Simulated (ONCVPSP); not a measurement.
**Ge: generating and testing an ONCV potential**

Do these settings give a usable potential? It is generated, then checked for transferability, scattering, ghosts and hardness.

Method: ONCVPSP 4.0.1.1 (patched build), PBEsol, scalar-relativistic.

### 1 Starting point

The settings as typed:

| Property | Result |
| --- | --- |
| element | germanium (Ge, Z = 32) |
| type | optimised norm-conserving Vanderbilt (ONCV) |
| frozen core | [Ne] |
| valence charge | 22 |
| reference configuration | 3s2 3p6 3d10 4s2 4p2 |
| partial waves | 3s+4s: rc 1.00 bohr, ncon 4, nbas 8, qcut 15 1/bohr, 2 projectors; 3p+4p: rc 1.35 bohr, ncon 4, nbas 7, qcut 9.9 1/bohr, 2 projectors; 3d: rc 1.00 bohr, ncon 4, nbas 9, qcut 14.8 1/bohr, local |
| local potential | the d channel |
| core correction | Teter function, fcfact 4.5, rcfact 1.35 |

The outer shells as boxes (Hund's rule for the drawing; the calculation is spin-unpolarised):

```
[Ne] core
3s [↑↓]
3p [↑↓][↑↓][↑↓]
3d [↑↓][↑↓][↑↓][↑↓][↑↓]
4s [↑↓]
4p [↑ ][↑ ][  ]
```

### 2 Generating the potential

Input file Ge.dat:

```
# ATOM AND REFERENCE CONFIGURATION
# atsym  z   nc   nv     iexc    psfile
  Ge 32.00    3    5  -116133      upf
#
#   n    l    f
    1    0    2.00
    2    0    2.00
    2    1    6.00
    3    0    2.00
    3    1    6.00
    3    2   10.00
    4    0    2.00
    4    1    2.00
#
# PSEUDOPOTENTIAL AND OPTIMIZATION
# lmax
    2
#
#   l,   rc,      ep,       ncon, nbas, qcut
    0    1.00    0.00    4    8   15.00
    1    1.35    0.00    4    7    9.90
    2    1.00    0.00    4    9   14.80
#
# LOCAL POTENTIAL
# lloc, lpopt,  rc(5),   dvloc0
    2    5    1.00    0.00
#
# VANDERBILT-KLEINMAN-BYLANDER PROJECTORs
# l, nproj, debl
    0    2    1.70
    1    2    3.60
    2    0    4.00
#
# MODEL CORE CHARGE
# icmod, fcfact, rcfact
    3    4.50    1.35
#
# LOG DERIVATIVE ANALYSIS
# epsh1, epsh2, depsh
   -8.00    5.00    0.04
#
# OUTPUT GRID
# rlmax, drl
    6.00    0.01
#
# TEST CONFIGURATIONS
# ncnf
    4
# nvcnf
#   n    l    f
    5
    3    0    2.00
    3    1    6.00
    3    2   10.00
    4    0    2.00
    4    1    1.00
#
    5
    3    0    2.00
    3    1    6.00
    3    2   10.00
    4    0    2.00
    4    1    0.00
#
    5
    3    0    2.00
    3    1    6.00
    3    2   10.00
    4    0    1.00
    4    1    0.00
#
    5
    3    0    2.00
    3    1    6.00
    3    2   10.00
    4    0    0.00
    4    1    0.00
#
```

Launch:

```
$ oncvpsp.x < Ge.dat > Ge.out
```

**Question.** What will these runs give? Wanted: cutoffs for 1 and 0.1 mHa per electron, occupied waves; bound ghosts; GHOST(+) flags; largest test error; largest phase difference near zero energy, channels read; rms error of d²Exc/dn², without and with the model core.

**Answer**, as computed:

| quantity | value |
| --- | --- |
| cutoffs for 1 and 0.1 mHa per electron, occupied waves | 94 Ha and 104 Ha |
| bound ghosts | s at -101.86 eV |
| GHOST(+) flags | none at low energy |
| largest test error (AE − PS) | -6.6 meV, for 3s2 3p6 3d10 4s1 4p0 (1 test unsolved) |
| largest phase difference near zero energy, channels read | 0.019 rad |
| rms error of d²Exc/dn², without and with the model core | 1.74 and 1.32 mHa |

A bound ghost (s) makes it unfit for use: electrons can fall into a state that the atom doesn't have. By total energies transferability is good where solved: the largest error is 6.6 meV on 57.7 eV, for 3s2 3p6 3d10 4s1 4p0. Atomic tests can pass in spite of a ghost, since they solve only for the levels asked. Of the tests 1 gave no usable energy difference, which is a warning in itself. The potential is very hard: the looser tolerance needs 94 Ha. At the looser tolerance the 3d wave is the slowest; 3s needs 70 Ha. Near zero energy the phases of the channels with partial waves agree within 0.019 rad. The pseudo curves have a pole with no partner nearby in the atom's: s at -3.69 Ha. These are tests on the free atom; a crystal test is still owed.
